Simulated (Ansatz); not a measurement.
# TaTiTe4: the cost of one run

Program: Ansatz 0.2.0. Level of theory: DFT r2SCAN, scalar-relativistic, plane waves, PAW. These are calculated values, not measurements.

1 further run of the same task is left out (it didn't finish). Runs told in other sessions of the task aren't counted.

### Step 1. Starting point

It takes space group P-3m1 (No. 164, trigonal). Conventional cell: a = 3.736 Å, b = 3.736 Å, c = 14.133 Å, α = 90.00°, β = 90.00°, γ = 120.00°. Around Ti (site symmetry -3m) lie 6 Te at 2.77 Å. Ta (site symmetry -3m) is surrounded by 6 Te at 2.82 Å. Te (site symmetry 3m) has 3 Ta at 2.82 Å in its first shell of neighbours. Te (site symmetry 3m) has 3 Ti at 2.77 Å in its first shell of neighbours.

Coordinates:

```
Ti Ta Te
1.0
     3.73631    0.00000    0.00000
    -1.86815    3.23574    0.00000
     0.00000    0.00000   14.13278
Ti Ta Te
1 1 4
Direct
  0.00000 0.00000 0.50000
  0.00000 0.00000 0.00000
  0.66667 0.33333 0.87191
  0.66667 0.33333 0.37710
  0.33333 0.66667 0.62290
  0.33333 0.66667 0.12809
```

The structure comes from the Materials Project (structure only).

(A quick probe on a coarse mesh, which set the mesh and smearing, is not shown.)

### Step 3. The relaxation

Input file input.yaml:

```yaml
crystal:
  lattice:
    - [3.7363065481, 0.0, 0.0]
    - [-1.868153274, 3.235736387, 0.0]
    - [0.0, 0.0, 14.1327795798]
  atoms:
    - { symbol: Ti, position: [0.0, 0.0, 0.5] }
    - { symbol: Ta, position: [0.0, 0.0, 0.0] }
    - { symbol: Te, position: [0.66666667, 0.33333333, 0.871914] }
    - { symbol: Te, position: [0.66666667, 0.33333333, 0.377101] }
    - { symbol: Te, position: [0.33333333, 0.66666667, 0.622899] }
    - { symbol: Te, position: [0.33333333, 0.66666667, 0.128086] }
basis:
  ecutwfc: 500
kpoints:
  mp_grid: { grid: [12, 12, 2] }
hamiltonian:
  xc: r2scan
scf:
  occupations: { method: gaussian, width: 0.1 }
output:
  forces: true
  stress: true
  eigenvalues: true
  write_density: true
  write_potential: true
  elf: true
  volumetric_format: npy
relax:
  adjacent_minimum: "off"
  f_tol: 0.02
  max_steps: 70
  cell: { stress_tol: 0.1 }
```

The run is started by

```
$ ansatz run input.yaml --threads 2 --pin off --max-ram 5120MiB --backend cpu --events-out ev --progress --plain --runs-dir out
```

What time and memory should one allow on 2 threads of Intel Xeon at 2.50GHz (Skylake/Cascade Lake), shared host?

About 3.3 min, with a peak of 1.1 GiB.
